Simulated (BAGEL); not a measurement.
# singlet Si2H3ClF+ at 5 levels

Wanted: a comparison of 5 runs (HF/cc-pVDZ, B3LYP/6-31G*, B3LYP/cc-pVDZ, PBE0/cc-pVDZ, RI-MP2/cc-pVDZ) of singlet Si2H3ClF+. 

The results are computed with BAGEL 1.2.2.

1 further run of the same task is left out (it didn't finish). Runs told in other sessions of the task aren't counted.

## 1. The system as given

Si2H3ClF+: 7 atoms, total charge +1, spin state singlet. SMILES of the parent species: `F[SiH][SiH2]Cl`. The coordinates come from a PBE0-D4/def2-TZVP relaxation. This is one conformer, not always the lowest. That shape belongs to the parent species and isn't relaxed for this state.

Bond lengths: F1–Si2 1.610 Å, Si2–Si3 2.344 Å, Si3–Cl4 2.062 Å, Si2–H5 1.492 Å, Si3–H6 1.486 Å, Si3–H7 1.483 Å. Angles: F1–Si2–Si3 111.0°, Si2–Si3–Cl4 104.1°, F1–Si2–H5 107.4°, Si3–Si2–H5 112.6°, Si2–Si3–H6 114.8°, Si2–Si3–H7 111.5°, Cl4–Si3–H6 108.3°, Cl4–Si3–H7 108.7°, H6–Si3–H7 109.2°.

## 2. A single-point energy at HF/cc-pVDZ (density fitting with qzvpp-jkfit) (run 1)

The input, input.json:

```json
{ "bagel": [

{
  "title": "molecule",
  "basis": "cc-pvdz.json",
  "df_basis": "qzvpp-jkfit",
  "angstrom": true,
  "geometry": [
    { "atom": "F", "xyz": [      -0.711100,      -1.904300,       1.447600 ] },
    { "atom": "Si", "xyz": [      -0.864900,      -1.133800,       0.042900 ] },
    { "atom": "Si", "xyz": [       0.757100,       0.544300,      -0.177200 ] },
    { "atom": "Cl", "xyz": [       0.253100,       1.504900,      -1.930300 ] },
    { "atom": "H", "xyz": [      -2.255700,      -0.597500,      -0.021700 ] },
    { "atom": "H", "xyz": [       0.767100,       1.548800,       0.918100 ] },
    { "atom": "H", "xyz": [       2.115800,      -0.030600,      -0.325200 ] }
  ]
},

{
  "title": "hf",
  "charge": 1
},

{
  "title": "print",
  "file": "orbitals.molden",
  "orbitals": true
}

]}
```

The basis set cc-pVDZ is read from a file made from the Basis Set Exchange's data (not shown).

The run is started by

```sh
$ BAGEL_NUM_THREADS=1 BAGEL input.json > input.out
```

Standard output:

```text
* using 1 threads per process

  ===============================================================
  ===============================================================

  *** Geometry ***

[... 20 lines left out ...]
  === Nuclear Repulsion ===
   255.0944510318

      * DIIS with orbital gradients will be used.

  === RHF iteration (cc-pvdz.json) ===
      0      -1138.14171414          0.01236342           0.08
      1      -1138.24303879          0.00899865           0.07
      2      -1138.30372419          0.00120851           0.07
[... 10 lines of this table left out ...]
     13      -1138.30565640          0.00000001           0.07
    * SCF iteration converged.

    * Permanent dipole moment:
           (    0.706856,     1.384379,    -0.264341) a.u.

    * METHOD: HF                                   1.13

    * METHOD: PRINT                                0.02

  ===============================================================
```

Run time: 1.6 s. Hardware: 1 thread of AMD EPYC 9B14 (Zen 4), shared host.

## 3. A single-point energy at B3LYP/6-31G(d) (density fitting with qzvpp-jkfit, spherical functions) (run 2)

The input, input.json:

```json
{ "bagel": [

{
  "title": "molecule",
  "basis": "6-31gs.json",
  "df_basis": "qzvpp-jkfit",
  "angstrom": true,
  "geometry": [
    { "atom": "F", "xyz": [   -0.711100,   -1.904300,    1.447600 ] },
    { "atom": "Si", "xyz": [   -0.864900,   -1.133800,    0.042900 ] },
    { "atom": "Si", "xyz": [    0.757100,    0.544300,   -0.177200 ] },
    { "atom": "Cl", "xyz": [    0.253100,    1.504900,   -1.930300 ] },
    { "atom": "H", "xyz": [   -2.255700,   -0.597500,   -0.021700 ] },
    { "atom": "H", "xyz": [    0.767100,    1.548800,    0.918100 ] },
    { "atom": "H", "xyz": [    2.115800,   -0.030600,   -0.325200 ] }
  ]
},
{
  "title": "ks",
  "xc_func": "b3lyp",
  "charge": 1
},
{
  "title": "print",
  "file": "orbitals.molden",
  "orbitals": true
}

]}
```

The basis set 6-31G* is read from a file made from the Basis Set Exchange's data (not shown).

The run is started by

```sh
$ BAGEL_NUM_THREADS=1 BAGEL input.json > input.out
```

Standard output:

```text
* using 1 threads per process

  ===============================================================
  ===============================================================

  *** Geometry ***

[... 20 lines left out ...]
    * Removing 12008 points whose weight is below 1.00e-10
[... 2 lines left out ...]
  === Nuclear Repulsion ===
   255.0944510318

       - DIIS with orbital gradients will be used.

  === KS iteration (b3lyp / 6-31gs.json) ===
      0      -1120.80522295          0.11663343           0.36
      1      -1108.61624577          0.12137780           0.33
      2      -1110.30087850          0.12485106           0.33
[... 15 lines of this table left out ...]
     18      -1140.55663940          0.00000001           0.34
    * SCF iteration converged.

    * Permanent dipole moment:
           (    0.593934,     1.237350,    -0.448271) a.u.

    * METHOD: KS                                   6.91

    * METHOD: PRINT                                0.02

  ===============================================================
```

It took 7.5 s on 1 thread of AMD EPYC 9B14 (Zen 4), shared host; peak memory 0.37 GiB.

## 4. A single-point energy at B3LYP/cc-pVDZ (density fitting with qzvpp-jkfit) (run 3)

The input, dft.json:

```json
{ "bagel": [

{
  "title": "molecule",
  "basis": "cc-pvdz.json",
  "df_basis": "qzvpp-jkfit",
  "angstrom": "true",
  "geometry": [
    { "atom": "F", "xyz": [      -0.711100,      -1.904300,       1.447600 ] },
    { "atom": "Si", "xyz": [      -0.864900,      -1.133800,       0.042900 ] },
    { "atom": "Si", "xyz": [       0.757100,       0.544300,      -0.177200 ] },
    { "atom": "Cl", "xyz": [       0.253100,       1.504900,      -1.930300 ] },
    { "atom": "H", "xyz": [      -2.255700,      -0.597500,      -0.021700 ] },
    { "atom": "H", "xyz": [       0.767100,       1.548800,       0.918100 ] },
    { "atom": "H", "xyz": [       2.115800,      -0.030600,      -0.325200 ] }
  ]
},

{
  "title": "ks",
  "xc_func": "b3lyp",
  "charge": 1
},

{
  "title": "print",
  "file": "orbitals.molden",
  "orbitals": "true"
}

]}
```

The basis set cc-pVDZ is read from a file made from the Basis Set Exchange's data (not shown).

The run is started by

```sh
$ BAGEL_NUM_THREADS=1 BAGEL dft.json > dft.out
```

Standard output:

```text
* using 1 threads per process

  ===============================================================
  ===============================================================

  *** Geometry ***

[... 20 lines left out ...]
    * Removing 12008 points whose weight is below 1.00e-10
[... 2 lines left out ...]
  === Nuclear Repulsion ===
   255.0944510318

       - DIIS with orbital gradients will be used.

  === KS iteration (b3lyp / cc-pvdz.json) ===
      0      -1121.60206900          0.08391237           0.40
      1      -1107.98176641          0.14689888           0.38
      2      -1111.33871511          0.07745923           0.37
[... 18 lines of this table left out ...]
     21      -1140.61615737          0.00000000           0.37
    * SCF iteration converged.

    * Permanent dipole moment:
           (    0.580282,     1.112589,    -0.325416) a.u.

    * METHOD: KS                                   8.79

    * METHOD: PRINT                                0.02

  ===============================================================
```

Run time: 9.3 s. Hardware: 1 thread of AMD EPYC 9B14 (Zen 4), shared host; peak memory 0.4 GiB.

Run 4 isn't shown in full; the table further down has it.

## 5. A single-point energy at RI-MP2/cc-pVDZ (density fitting with qzvpp-jkfit) (run 5)

The input, calc.json:

```json
{ "bagel" : [

{
  "title" : "molecule",
  "basis" : "cc-pvdz.json",
  "df_basis" : "qzvpp-jkfit",
  "angstrom" : true,
  "geometry" : [
    { "atom" : "F", "xyz" : [      -0.711100,      -1.904300,       1.447600 ] },
    { "atom" : "Si", "xyz" : [      -0.864900,      -1.133800,       0.042900 ] },
    { "atom" : "Si", "xyz" : [       0.757100,       0.544300,      -0.177200 ] },
    { "atom" : "Cl", "xyz" : [       0.253100,       1.504900,      -1.930300 ] },
    { "atom" : "H", "xyz" : [      -2.255700,      -0.597500,      -0.021700 ] },
    { "atom" : "H", "xyz" : [       0.767100,       1.548800,       0.918100 ] },
    { "atom" : "H", "xyz" : [       2.115800,      -0.030600,      -0.325200 ] }
  ]
},

{ "title" : "hf", "charge" : 1 },

{ "title" : "mp2", "charge" : 1, "ncore" : 16 }

]}
```

The basis set cc-pVDZ is read from a file made from the Basis Set Exchange's data (not shown).

The run is started by

```sh
$ BAGEL_NUM_THREADS=1 BAGEL calc.json > calc.out
```

Standard output:

```text
* using 1 threads per process

  ===============================================================
  ===============================================================

  *** Geometry ***

[... 31 lines left out ...]
    * SCF iteration converged.
[... 1 line left out ...]
    * Permanent dipole moment:
[... 2 lines left out ...]
    * METHOD: HF                                   1.12

  *** RHF ***

  === Nuclear Repulsion ===
   255.0944510318

      * DIIS with orbital gradients will be used.

  === RHF iteration (cc-pvdz.json) ===
      0      -1138.30565640          0.00000000           0.07
    * SCF iteration converged.

    * Permanent dipole moment:
           (    0.706856,     1.384379,    -0.264341) a.u.

  === DF-MP2 calculation ===

    * freezing 16 orbitals
    * 3-index integral transformation done
    * assembly done

      MP2 correlation energy:   -0.4957413703      0.02

      MP2 total energy:       -1138.8013977747

    * METHOD: MP2                                  0.17

  ===============================================================
```

Run time: 1.7 s. Hardware: 1 thread of AMD EPYC 9B14 (Zen 4), shared host.

## 6. The series

```
run                                                                 level  frozen core orbitals   energy (Eh)  HOMO energy (eV)  LUMO energy (eV)  HOMO–LUMO gap (eV)  wall time
  1                         HF/cc-pVDZ (density fitting with qzvpp-jkfit)                     –  -1138.305656            -16.93             -7.40                9.53      1.6 s
  2  B3LYP/6-31G* (density fitting with qzvpp-jkfit, spherical functions)                     –  -1140.556639            -13.52            -10.73                2.79      7.5 s
  3                      B3LYP/cc-pVDZ (density fitting with qzvpp-jkfit)                     –  -1140.616157            -13.54            -10.72                2.82      9.3 s
  4                       PBE0/cc-pVDZ (density fitting with qzvpp-jkfit)                     –  -1140.071706            -13.82            -10.55                3.27      8.4 s
  5                     RI-MP2/cc-pVDZ (density fitting with qzvpp-jkfit)                    16  -1138.801398                 –                 –                   –      1.7 s
```

## 7. What came out

| quantity | value |
| --- | --- |
| run 5: total energy | -1138.80140 Eh |
| run 5: correlation energy (16 core orbitals frozen) | -495.7 mEh |

What this shows: Over runs 1, 2, 3, 4 the HOMO–LUMO gap runs from 2.79 eV (B3LYP/6-31G*) to 9.53 eV (HF/cc-pVDZ). The two ends differ in method and basis. Totals of different functionals can't be ranked against each other. All runs together took 29 s, the longest 9.3 s.
